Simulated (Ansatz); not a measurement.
Born–Oppenheimer molecular dynamics of a periodic cell of 32 atoms, LiMg$_{6}$GaO$_{8}$ (host LiMg6GaO8, host structure P4/mmm). It starts from an unrelaxed structure (largest force component 0.41 eV/Å).

Theory: Ansatz, DFT LDA, scalar-relativistic, plane waves, PAW. Settings: accuracy low, cutoff 420 eV, k mesh 2x2x1, fermi-dirac smearing 0.002 eV, no spin polarisation.

| Quantity | Value |
| --- | --- |
| ensemble | NVT, Langevin thermostat |
| time step | 1 fs |
| steps asked | 200 |
| set temperature | 1500 K |
| friction | 0.005 /fs |
| seed | 275184 |

Frames 2 fs apart, positions in Å, forces in eV/Å.

Velocities at 30 fs (Å/ps):

```
Li -15.87 2.07 11.94
Mg -7.40 -1.18 1.28
Mg 3.49 -3.24 4.69
Mg -0.31 0.06 -6.63
Mg 4.38 -4.40 2.71
Mg 7.89 -5.84 -0.77
Mg 2.81 2.45 -0.18
Ga -0.63 2.43 -3.72
O -11.51 -5.24 -5.11
O 0.98 6.35 6.79
O 3.15 3.94 -5.90
O -3.10 3.46 -6.40
O -1.60 -7.56 1.43
O -0.82 12.21 5.78
O 9.40 -0.66 -8.89
O 9.60 3.17 -4.08
Li 7.90 -8.11 0.13
Mg -2.75 -2.04 1.15
Mg -4.30 -5.12 0.20
Mg -1.17 -4.88 3.35
Mg -0.11 -6.90 -2.71
Mg 8.00 0.93 4.21
Mg -9.35 1.18 2.43
Ga -3.32 -0.93 1.37
O -6.61 -2.30 -13.50
O -4.97 -8.92 -8.31
O -2.74 -4.04 -12.35
O 10.24 -0.07 6.12
O 11.74 3.46 6.20
O 4.20 -2.95 -1.66
O 9.28 -1.34 -9.51
O 0.46 9.49 8.95
```

```xyz
32
Lattice="-4.2458 -4.2458 0.0000 4.2458 -4.2458 0.0000 0.0000 0.0000 8.4730" Properties=species:S:1:pos:R:3:forces:R:3 time_fs=30 energy_less_start_eV=3.294 T=712
Li 0.179 -4.330 0.188 -0.60 0.38 -0.44
Mg 2.214 -2.058 -0.027 -0.66 -0.51 1.14
Mg 2.176 -2.041 4.045 0.18 -0.49 1.30
Mg -0.078 -2.162 2.160 0.17 0.87 -2.21
Mg 0.222 -2.383 6.634 -1.45 1.10 -0.71
Mg 1.956 -4.172 2.002 1.51 -0.98 -0.44
Mg 2.320 -4.291 6.446 -0.76 -0.23 0.16
Ga 0.004 -4.105 4.173 -0.62 -1.31 1.22
O 0.016 -4.332 2.345 -0.20 0.43 -0.30
O 0.200 -4.189 6.005 -0.90 -1.27 0.31
O 2.309 -2.209 2.113 -1.22 -0.03 -0.03
O 2.154 -2.091 6.406 0.48 -0.30 -0.65
O 0.144 -2.291 0.028 -0.55 0.47 1.22
O -0.174 -2.268 4.149 0.94 1.54 0.23
O 2.074 -4.277 0.009 0.42 -0.29 -0.04
O 2.173 -4.337 4.263 0.11 0.58 -0.68
Li -0.261 0.158 -0.079 0.48 -0.63 0.16
Mg -2.190 -2.217 -0.043 0.79 0.56 -0.01
Mg -2.274 -2.150 4.245 0.31 -0.54 0.48
Mg 0.033 -6.459 1.955 0.13 -0.14 0.86
Mg 0.017 -6.231 6.425 0.13 -0.79 -0.08
Mg -2.117 -4.182 2.007 0.39 -0.78 -0.18
Mg -2.239 -4.394 6.595 -0.03 1.66 -1.42
Ga -0.148 -0.035 4.175 1.50 0.54 0.56
O 0.222 -0.139 2.263 -1.94 0.44 0.56
O 0.052 0.103 6.361 -0.52 -0.98 -1.52
O -2.126 -2.089 2.131 -0.35 -0.34 -0.11
O -2.221 -2.090 6.388 0.92 -0.46 -0.42
O -0.040 -6.446 0.020 0.69 0.49 -0.38
O -0.061 -6.529 4.234 0.24 0.21 -0.13
O -1.951 -4.240 -0.014 -0.17 -0.18 0.90
O -2.216 -4.365 4.139 0.61 0.96 0.67
32
Lattice="-4.2458 -4.2458 0.0000 4.2458 -4.2458 0.0000 0.0000 0.0000 8.4730" Properties=species:S:1:pos:R:3:forces:R:3 time_fs=32 energy_less_start_eV=3.094 T=794
Li 0.147 -4.325 0.213 -0.42 0.30 -0.57
Mg 2.199 -2.059 -0.023 -0.31 -0.56 1.07
Mg 2.182 -2.047 4.057 0.09 -0.27 1.16
Mg -0.079 -2.161 2.143 0.20 0.90 -2.02
Mg 0.230 -2.390 6.638 -1.63 1.20 -0.70
Mg 1.972 -4.184 2.002 1.36 -0.90 -0.59
Mg 2.325 -4.289 6.447 -0.90 -0.35 0.20
Ga 0.003 -4.100 4.166 -0.65 -1.02 1.52
O -0.008 -4.342 2.332 0.18 0.59 -0.05
O 0.203 -4.178 6.019 -0.82 -1.57 -0.25
O 2.315 -2.203 2.101 -1.37 -0.09 0.25
O 2.151 -2.084 6.392 0.58 -0.36 -0.59
O 0.142 -2.306 0.033 -0.44 0.57 1.23
O -0.174 -2.241 4.161 0.99 1.12 -0.04
O 2.094 -4.280 -0.011 0.27 -0.18 0.24
O 2.192 -4.331 4.254 -0.31 0.54 -0.69
Li -0.240 0.145 -0.075 0.38 -0.54 0.20
Mg -2.194 -2.221 -0.041 0.81 0.65 -0.07
Mg -2.283 -2.162 4.246 0.52 -0.42 0.53
Mg 0.030 -6.468 1.963 0.19 -0.16 0.70
Mg 0.018 -6.246 6.420 0.21 -0.54 0.09
Mg -2.100 -4.180 2.014 0.04 -0.84 -0.30
Mg -2.258 -4.391 6.598 0.18 1.65 -1.58
Ga -0.153 -0.036 4.178 1.71 0.32 0.43
O 0.205 -0.141 2.237 -1.63 0.50 0.79
O 0.044 0.082 6.343 -0.41 -0.77 -1.45
O -2.129 -2.096 2.107 -0.28 -0.31 0.16
O -2.200 -2.091 6.400 0.63 -0.50 -0.61
O -0.016 -6.442 0.031 0.36 0.37 -0.57
O -0.052 -6.533 4.231 0.15 0.28 -0.13
O -1.931 -4.242 -0.032 -0.30 -0.25 1.19
O -2.214 -4.344 4.156 0.62 0.68 0.44
32
Lattice="-4.2458 -4.2458 0.0000 4.2458 -4.2458 0.0000 0.0000 0.0000 8.4730" Properties=species:S:1:pos:R:3:forces:R:3 time_fs=34 energy_less_start_eV=2.963 T=809
Li 0.118 -4.315 0.240 -0.27 0.19 -0.69
Mg 2.183 -2.062 -0.018 0.04 -0.61 1.00
Mg 2.187 -2.054 4.074 0.01 -0.10 1.00
Mg -0.078 -2.158 2.121 0.23 0.88 -1.76
Mg 0.234 -2.396 6.642 -1.77 1.28 -0.64
Mg 1.990 -4.198 2.001 1.25 -0.80 -0.71
Mg 2.330 -4.285 6.449 -1.02 -0.47 0.20
Ga 0.000 -4.096 4.160 -0.64 -0.79 1.73
O -0.031 -4.350 2.317 0.53 0.72 0.23
O 0.202 -4.172 6.034 -0.74 -1.77 -0.73
O 2.317 -2.198 2.089 -1.49 -0.12 0.53
O 2.151 -2.083 6.379 0.62 -0.35 -0.53
O 0.139 -2.323 0.044 -0.32 0.70 1.08
O -0.173 -2.216 4.173 1.04 0.74 -0.28
O 2.117 -4.281 -0.033 0.15 -0.09 0.54
O 2.209 -4.326 4.245 -0.69 0.51 -0.69
Li -0.212 0.132 -0.067 0.25 -0.46 0.23
Mg -2.196 -2.226 -0.039 0.83 0.73 -0.13
Mg -2.288 -2.174 4.244 0.70 -0.27 0.59
Mg 0.026 -6.477 1.971 0.25 -0.16 0.55
Mg 0.020 -6.264 6.417 0.26 -0.30 0.24
Mg -2.085 -4.179 2.021 -0.30 -0.89 -0.40
Mg -2.274 -4.386 6.599 0.42 1.58 -1.67
Ga -0.156 -0.038 4.183 1.85 0.12 0.33
O 0.181 -0.142 2.216 -1.27 0.57 0.96
O 0.038 0.059 6.324 -0.31 -0.57 -1.36
O -2.130 -2.101 2.081 -0.25 -0.30 0.44
O -2.181 -2.093 6.409 0.40 -0.56 -0.74
O 0.006 -6.440 0.044 0.10 0.26 -0.77
O -0.041 -6.531 4.229 0.04 0.30 -0.13
O -1.905 -4.243 -0.046 -0.51 -0.34 1.36
O -2.210 -4.319 4.173 0.62 0.39 0.22
32
Lattice="-4.2458 -4.2458 0.0000 4.2458 -4.2458 0.0000 0.0000 0.0000 8.4730" Properties=species:S:1:pos:R:3:forces:R:3 time_fs=36 energy_less_start_eV=2.883 T=886
Li 0.083 -4.298 0.264 -0.11 0.04 -0.79
Mg 2.165 -2.067 -0.012 0.39 -0.64 0.92
Mg 2.190 -2.059 4.093 -0.06 0.04 0.82
Mg -0.079 -2.155 2.095 0.29 0.83 -1.43
Mg 0.237 -2.402 6.646 -1.87 1.33 -0.62
Mg 2.013 -4.215 1.999 1.11 -0.67 -0.81
Mg 2.332 -4.282 6.450 -1.10 -0.58 0.19
Ga -0.003 -4.092 4.157 -0.63 -0.60 1.85
O -0.050 -4.357 2.305 0.83 0.83 0.49
O 0.198 -4.172 6.051 -0.64 -1.87 -1.14
O 2.312 -2.190 2.078 -1.52 -0.19 0.75
O 2.154 -2.082 6.363 0.59 -0.34 -0.43
O 0.136 -2.341 0.057 -0.23 0.84 0.86
O -0.170 -2.188 4.186 1.06 0.35 -0.48
O 2.140 -4.282 -0.055 0.07 -0.01 0.81
O 2.222 -4.319 4.235 -1.02 0.50 -0.66
Li -0.180 0.117 -0.059 0.09 -0.35 0.26
Mg -2.195 -2.231 -0.038 0.80 0.83 -0.17
Mg -2.290 -2.187 4.245 0.86 -0.10 0.62
Mg 0.021 -6.484 1.979 0.27 -0.12 0.42
Mg 0.025 -6.283 6.415 0.26 -0.07 0.37
Mg -2.072 -4.179 2.028 -0.61 -0.94 -0.47
Mg -2.286 -4.377 6.598 0.65 1.46 -1.74
Ga -0.157 -0.038 4.189 1.95 -0.06 0.24
O 0.154 -0.146 2.199 -0.95 0.65 1.07
O 0.032 0.036 6.301 -0.18 -0.39 -1.24
O -2.133 -2.106 2.055 -0.17 -0.30 0.70
O -2.163 -2.097 6.412 0.21 -0.61 -0.79
O 0.026 -6.437 0.056 -0.10 0.12 -0.95
O -0.028 -6.527 4.223 -0.11 0.28 -0.11
O -1.879 -4.245 -0.056 -0.76 -0.40 1.43
O -2.204 -4.295 4.189 0.62 0.14 0.03
32
Lattice="-4.2458 -4.2458 0.0000 4.2458 -4.2458 0.0000 0.0000 0.0000 8.4730" Properties=species:S:1:pos:R:3:forces:R:3 time_fs=38 energy_less_start_eV=2.851 T=981
Li 0.045 -4.278 0.285 0.08 -0.13 -0.85
Mg 2.147 -2.069 -0.004 0.72 -0.68 0.83
Mg 2.193 -2.065 4.114 -0.13 0.15 0.64
Mg -0.081 -2.148 2.067 0.37 0.72 -1.02
Mg 0.236 -2.405 6.651 -1.91 1.30 -0.67
Mg 2.039 -4.234 1.995 0.93 -0.49 -0.85
Mg 2.333 -4.279 6.450 -1.19 -0.67 0.15
Ga -0.007 -4.088 4.156 -0.61 -0.45 1.84
O -0.067 -4.361 2.293 1.08 0.92 0.76
O 0.191 -4.177 6.066 -0.53 -1.86 -1.41
O 2.301 -2.180 2.070 -1.47 -0.25 0.91
O 2.157 -2.082 6.346 0.51 -0.35 -0.29
O 0.130 -2.357 0.072 -0.12 1.01 0.55
O -0.165 -2.160 4.198 1.06 0.00 -0.63
O 2.166 -4.283 -0.073 0.02 0.07 1.01
O 2.231 -4.313 4.224 -1.27 0.49 -0.61
Li -0.148 0.099 -0.051 -0.06 -0.23 0.29
Mg -2.193 -2.234 -0.039 0.77 0.90 -0.20
Mg -2.287 -2.197 4.245 0.97 0.07 0.64
Mg 0.018 -6.490 1.988 0.23 -0.07 0.28
Mg 0.030 -6.304 6.414 0.25 0.18 0.48
Mg -2.057 -4.176 2.034 -0.90 -1.01 -0.50
Mg -2.297 -4.369 6.596 0.89 1.34 -1.76
Ga -0.158 -0.039 4.197 2.02 -0.22 0.15
O 0.126 -0.148 2.188 -0.68 0.74 1.12
O 0.025 0.011 6.273 -0.05 -0.19 -1.05
O -2.142 -2.112 2.031 -0.02 -0.29 0.94
O -2.144 -2.104 6.412 0.03 -0.64 -0.79
O 0.046 -6.434 0.067 -0.29 -0.02 -1.13
O -0.013 -6.519 4.218 -0.28 0.23 -0.09
O -1.853 -4.247 -0.063 -1.08 -0.46 1.40
O -2.195 -4.272 4.207 0.63 -0.08 -0.16
32
Lattice="-4.2458 -4.2458 0.0000 4.2458 -4.2458 0.0000 0.0000 0.0000 8.4730" Properties=species:S:1:pos:R:3:forces:R:3 time_fs=40 energy_less_start_eV=2.873 T=965
Li 0.006 -4.262 0.302 0.30 -0.30 -0.88
Mg 2.127 -2.073 0.007 1.02 -0.71 0.70
Mg 2.195 -2.073 4.136 -0.22 0.23 0.46
Mg -0.084 -2.141 2.036 0.45 0.61 -0.53
Mg 0.228 -2.408 6.655 -1.89 1.27 -0.70
Mg 2.067 -4.255 1.990 0.73 -0.30 -0.86
Mg 2.334 -4.276 6.448 -1.27 -0.73 0.13
Ga -0.013 -4.087 4.158 -0.57 -0.32 1.75
O -0.078 -4.361 2.279 1.26 0.96 1.06
O 0.181 -4.183 6.079 -0.40 -1.81 -1.60
O 2.290 -2.170 2.063 -1.39 -0.29 1.03
O 2.159 -2.084 6.331 0.42 -0.35 -0.15
O 0.123 -2.370 0.091 -0.01 1.15 0.11
O -0.155 -2.130 4.212 1.03 -0.36 -0.75
O 2.193 -4.286 -0.088 -0.01 0.13 1.15
O 2.240 -4.301 4.210 -1.50 0.46 -0.53
Li -0.117 0.079 -0.038 -0.19 -0.10 0.32
Mg -2.191 -2.232 -0.041 0.73 0.92 -0.22
Mg -2.281 -2.206 4.246 1.04 0.26 0.65
Mg 0.011 -6.496 2.001 0.24 0.01 0.09
Mg 0.033 -6.326 6.412 0.24 0.41 0.58
Mg -2.045 -4.176 2.040 -1.13 -1.03 -0.53
Mg -2.307 -4.359 6.592 1.13 1.18 -1.70
Ga -0.159 -0.039 4.205 2.08 -0.37 0.02
O 0.096 -0.149 2.178 -0.43 0.82 1.16
O 0.021 -0.018 6.241 0.06 0.02 -0.83
O -2.150 -2.116 2.012 0.11 -0.31 1.16
O -2.124 -2.112 6.409 -0.14 -0.66 -0.76
O 0.067 -6.432 0.074 -0.47 -0.16 -1.21
O 0.001 -6.506 4.217 -0.39 0.14 -0.08
O -1.826 -4.250 -0.066 -1.47 -0.50 1.27
O -2.183 -4.253 4.223 0.63 -0.26 -0.32
32
Lattice="-4.2458 -4.2458 0.0000 4.2458 -4.2458 0.0000 0.0000 0.0000 8.4730" Properties=species:S:1:pos:R:3:forces:R:3 time_fs=42 energy_less_start_eV=2.945 T=953
Li -0.028 -4.250 0.314 0.55 -0.44 -0.87
Mg 2.108 -2.080 0.022 1.31 -0.70 0.52
Mg 2.197 -2.082 4.159 -0.31 0.31 0.31
Mg -0.085 -2.133 2.007 0.50 0.46 0.01
Mg 0.216 -2.411 6.659 -1.82 1.26 -0.76
Mg 2.095 -4.276 1.987 0.51 -0.10 -0.85
Mg 2.331 -4.271 6.444 -1.30 -0.77 0.14
Ga -0.021 -4.087 4.160 -0.53 -0.22 1.60
O -0.085 -4.357 2.266 1.39 0.95 1.31
O 0.169 -4.190 6.087 -0.26 -1.74 -1.69
O 2.278 -2.160 2.062 -1.30 -0.31 1.07
O 2.159 -2.086 6.318 0.34 -0.37 -0.02
O 0.119 -2.379 0.107 0.05 1.25 -0.35
O -0.144 -2.101 4.226 0.97 -0.67 -0.85
O 2.220 -4.285 -0.100 -0.05 0.14 1.24
O 2.246 -4.287 4.197 -1.68 0.41 -0.44
Li -0.087 0.058 -0.020 -0.30 0.02 0.32
Mg -2.186 -2.230 -0.041 0.67 0.92 -0.25
Mg -2.272 -2.214 4.249 1.08 0.43 0.63
Mg 0.003 -6.501 2.013 0.26 0.10 -0.12
Mg 0.035 -6.348 6.410 0.19 0.61 0.67
Mg -2.034 -4.178 2.043 -1.28 -1.04 -0.53
Mg -2.313 -4.347 6.585 1.33 0.97 -1.60
Ga -0.160 -0.039 4.212 2.10 -0.51 -0.11
O 0.065 -0.151 2.167 -0.20 0.91 1.20
O 0.015 -0.046 6.208 0.17 0.25 -0.57
O -2.157 -2.122 1.996 0.22 -0.33 1.33
O -2.103 -2.121 6.406 -0.30 -0.66 -0.71
O 0.083 -6.431 0.075 -0.58 -0.27 -1.21
O 0.014 -6.491 4.217 -0.46 0.03 -0.08
O -1.801 -4.253 -0.068 -1.90 -0.53 1.11
O -2.166 -4.238 4.237 0.61 -0.38 -0.46
```

Of the whole run (200 fs, mean temperature of the second half 1166 K): The mean temperature of the second half is 22 % below the set value. A run of 0.2 ps of so small a system gives no equilibrium averages. The smearing is very narrow for this mesh. Limits of this set-up: coarse k mesh, low accuracy level.

Time of the run: 9 min on 2 threads of Intel(R) Xeon(R) Platinum 8488C (Sapphire Rapids), with other jobs on the host, peak memory 1 GiB.
